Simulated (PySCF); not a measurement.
# Br6Mn ([MnBr6]3-): the cost of one run

Computed with PySCF 2.14.0 and routines of our own; the level stands in each step. Atoms count from 0.

## 1. The system as given

7 atoms, charge -3, states of the metal's open shell are computed; geometry from: model geometry, bond lengths from ionic radii.

## 2. Ligand-field states: state-averaged CASSCF in water

What the job is given:

```
{"job": {"kind": "lf", "basis": {"metal": "x2c-TZVPall", "ligand": "x2c-SVPall"}, "nevpt": true, "solvent": "water"}, "charge": -3, "metal": "Mn", "open_shell": "d4"}
Mn     0.000000     0.000000     0.000000
Br     0.000000     0.000000     2.505000
Br     0.000000     0.000000    -2.505000
Br     2.505000     0.000000     0.000000
Br    -2.505000     0.000000     0.000000
Br     0.000000     2.505000     0.000000
Br    -0.000000    -2.505000     0.000000
```

Method: state-averaged CASSCF of the metal d shell, SC-NEVPT2 on the averaged canonical orbitals, state-interaction spin-orbit coupling.

Command:

```
$ OMP_NUM_THREADS=1 python lf_run.py task.json out
```

The driver reads the jobs from task.json and runs them one after another.

**Question.** How long does this first job take on 1 thread of Arm Neoverse V1, shared host, and how much memory does it need?

About 89 s, with a peak of 0.84 GiB.
